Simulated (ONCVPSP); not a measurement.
**Copper: generating and testing an ONCV potential**

Do these settings give a usable potential? It is generated, then checked for transferability, scattering, ghosts and hardness.

Program: ONCVPSP 4.0.1.1 (patched build). Reference atom: PBEsol, scalar-relativistic, spherical and spin-unpolarised. All values are calculated.

## (1) The atom and the settings

The settings as typed:

```
element                 : copper (Cu, Z = 29)
type                    : optimised norm-conserving Vanderbilt (ONCV)
frozen core             : [Ne] 3s2
valence charge          : 17
reference configuration : 3p6 3d10 4s1
partial waves           : 4s: rc 1.65 bohr, ncon 3, nbas 7, qcut 3.4 1/bohr, 2 projectors, debl 4 Ha; 3p: rc 1.10 bohr, ncon 4, nbas 9, qcut 11.3 1/bohr, 2 projectors, debl 3.6 Ha; 3d: rc 0.85 bohr, ncon 4, nbas 9, qcut 16.7 1/bohr, 2 projectors, debl 2.6 Ha
local potential         : polynomial inside 0.80 bohr (lpopt 1, dvloc0 -1 Ha)
core correction         : polynomial model core, fcfact 0.4
```

The outer shells as boxes (Hund's rule for the drawing; the calculation is spin-unpolarised):

```
[Ne] core
3s [↑↓]
3p [↑↓][↑↓][↑↓]
3d [↑↓][↑↓][↑↓][↑↓][↑↓]
4s [↑ ]
```

## (2) Generation

Cu.dat reads:

```
# ATOM AND REFERENCE CONFIGURATION
# atsym  z   nc   nv     iexc    psfile
  Cu 29.00    4    3  -116133      upf
#
#   n    l    f
    1    0    2.00
    2    0    2.00
    2    1    6.00
    3    0    2.00
    3    1    6.00
    3    2   10.00
    4    0    1.00
#
# PSEUDOPOTENTIAL AND OPTIMIZATION
# lmax
    2
#
#   l,   rc,      ep,       ncon, nbas, qcut
    0    1.65    0.00    3    7    3.40
    1    1.10    0.00    4    9   11.30
    2    0.85    0.00    4    9   16.70
#
# LOCAL POTENTIAL
# lloc, lpopt,  rc(5),   dvloc0
    4    1    0.80   -1.00
#
# VANDERBILT-KLEINMAN-BYLANDER PROJECTORs
# l, nproj, debl
    0    2    4.00
    1    2    3.60
    2    2    2.60
#
# MODEL CORE CHARGE
# icmod, fcfact, rcfact
    1    0.40    0.00
#
# LOG DERIVATIVE ANALYSIS
# epsh1, epsh2, depsh
   -4.00    5.00    0.02
#
# OUTPUT GRID
# rlmax, drl
    6.00    0.01
#
# TEST CONFIGURATIONS
# ncnf
    4
# nvcnf
#   n    l    f
    3
    3    1    6.00
    3    2   10.00
    4    0    0.00
#
    3
    3    1    6.00
    3    2    9.00
    4    0    0.00
#
    3
    3    1    6.00
    3    2    8.00
    4    0    0.00
#
    4
    3    1    6.00
    3    2   10.00
    4    0    0.00
    4    1    1.00
#
```

Command:

```bash
$ oncvpsp.x < Cu.dat > Cu.out
```

**Question.** What will these runs give? Wanted: cutoffs for 1 and 0.1 mHa per electron, occupied waves; bound ghosts; GHOST(+) flags; largest test error; largest phase difference near zero energy, channels read; rms error of d²Exc/dn², without and with the model core.

As calculated:

| quantity | value |
| --- | --- |
| cutoffs for 1 and 0.1 mHa per electron, occupied waves | 116 Ha and 131 Ha |
| bound ghosts | s at -28.90 eV |
| GHOST(+) flags | none at low energy |
| largest test error (AE − PS) | -15 meV, for 3p6 3d10 4s0 (1 test unsolved) |
| largest phase difference near zero energy, channels read | 0.001 rad |
| rms error of d²Exc/dn², without and with the model core | 3.65 and 0.86 mHa |

In words: It has a bound ghost (s), a state that the atom doesn't have, and that rules the file out. By total energies transferability is good where solved: the largest error is 15 meV on 8.1 eV, for 3p6 3d10 4s0. Atomic tests can pass in spite of a ghost, since they solve only for the levels asked. Of the tests 1 gave no usable energy difference, which is a warning in itself. By its cutoff, 116 Ha for the looser tolerance, it is very hard. At the looser tolerance the 3d wave is the slowest; 3p needs 45 Ha. Near zero energy the phases of the channels with partial waves agree within 0.001 rad. The pseudo curves have a pole with no partner nearby in the atom's: s at -1.06 Ha. These are tests on the free atom; a crystal test is still owed.
